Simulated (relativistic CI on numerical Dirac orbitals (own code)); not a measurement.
**Ti⁴⁺: L2,3 absorption multiplets**

Wanted: the shape of the L2,3 absorption spectrum of Ti⁴⁺ in 4 surroundings, from the same atomic integrals.

Program: relativistic CI on numerical Dirac orbitals (own code) version 1. Level of theory: Dirac-Coulomb-Breit CI, KLI orbitals optimised for each configuration, model QED (radiative potential, 1s self-energy scaled to tabulated hydrogen-like ionisation energies), valence Slater integrals scaled by 0.7, multiplet model of core-to-valence dipole absorption in a parametric crystal field. These are calculated values, not measurements, unless marked.

### 1 The atom as given

```
ion                                            : Ti⁴⁺ (Ti V)
nuclear charge                                 : 22
electrons                                      : 18
configurations                                 : [Ne] 3s2 3p6 → [He] 2s2 2p5 3s2 3p6 3d
magnetising field for the dichroism, Lz and Sz : exchange field 10 meV on Sz; these come from the lowest magnetised state alone (0 K)
temperature of the isotropic spectrum          : 300 K
widths                                         : Lorentz 0.24 eV, Gauss 0.3 eV
surrounding 1                                  : D3d, 10Dq = 29450, Dsigma = 170, Dtau = 70 cm⁻¹
surrounding 2                                  : D3d, 10Dq = 29450, Dsigma = 510, Dtau = 70 cm⁻¹
surrounding 3                                  : D3d, 10Dq = 29450, Dsigma = 860, Dtau = 70 cm⁻¹
surrounding 4                                  : D3d, 10Dq = 29450, Dsigma = 1200, Dtau = 70 cm⁻¹
```

### 2 Surrounding 1: D3d, 10Dq = 29450, Dsigma = 170, Dtau = 70

Input settings:

```ini
atom Ti  Z=22  charge=4  electrons=18
nucleus A=48  rms_radius_fm=3.5921
hamiltonian dirac-coulomb  breit=on  qed=on  c_scale=1
orbitals kli  potential=per-configuration
slater_scale 0.7
correlation none
mixing on
configurations
  [Ne] 3s2 3p6
  [He] 2s2 2p5 3s2 3p6 3d
end
absorption L2,3 T=300 lorentz=0.24 gauss=0.3
crystal_field D3d 10Dq=29450 Dsigma=170 Dtau=70
```

### 3 Surrounding 2: D3d, 10Dq = 29450, Dsigma = 510, Dtau = 70

Settings: those of step 2 with these lines changed.

```diff
@@ -12,2 +12,2 @@
 absorption L2,3 T=300 lorentz=0.24 gauss=0.3
-crystal_field D3d 10Dq=29450 Dsigma=170 Dtau=70
+crystal_field D3d 10Dq=29450 Dsigma=510 Dtau=70
```

### 4 Surrounding 3: D3d, 10Dq = 29450, Dsigma = 860, Dtau = 70

Settings: those of step 3 with these lines changed.

```diff
@@ -12,2 +12,2 @@
 absorption L2,3 T=300 lorentz=0.24 gauss=0.3
-crystal_field D3d 10Dq=29450 Dsigma=510 Dtau=70
+crystal_field D3d 10Dq=29450 Dsigma=860 Dtau=70
```

### 5 Surrounding 4: D3d, 10Dq = 29450, Dsigma = 1200, Dtau = 70

Settings: those of step 4 with these lines changed.

```diff
@@ -12,2 +12,2 @@
 absorption L2,3 T=300 lorentz=0.24 gauss=0.3
-crystal_field D3d 10Dq=29450 Dsigma=860 Dtau=70
+crystal_field D3d 10Dq=29450 Dsigma=1200 Dtau=70
```

(Steps that only read results are left out.)

Before running it: what results should come out? Wanted: highest peak, first run; ground spin; share of the lower edge; core spin-orbit splitting.

As calculated:

| surrounding | ground S | Lz (0 K) | Sz (0 K) | centroid (eV) | share of the lower edge | up to four highest peaks (% of the highest), eV |
| --- | --- | --- | --- | --- | --- | --- |
| 1: D3d | 0.00 | 0.00 | 0.00 | 467.73 | 0.656 | 462.3 (44), 465.8 (45), 467.8 (98), 471.3 (100) |
| 2: D3d | 0.00 | 0.00 | 0.00 | 467.73 | 0.656 | 462.3 (44), 465.8 (44), 467.8 (97), 471.3 (100) |
| 3: D3d | 0.00 | 0.00 | 0.00 | 467.73 | 0.656 | 462.3 (44), 465.8 (44), 467.8 (96), 471.3 (100) |
| 4: D3d | 0.00 | 0.00 | 0.00 | 467.73 | 0.656 | 462.3 (43), 465.8 (42), 467.8 (95), 471.3 (100) |

```
                                 quantity     value
                  highest peak, first run  471.3 eV
      ground spin (effective S from ⟨S²⟩)      0.00
                  share of the lower edge     0.656
core spin-orbit splitting (without Breit)   6.05 eV
```

**Reading.** The lower edge takes 0.66 of the intensity in surrounding 1, close to the statistical 0.67. The highest peak stays in place, within the step of the energy grid, in all surroundings. Edge positions are free-ion values and differ from those in solids by a few eV or more.
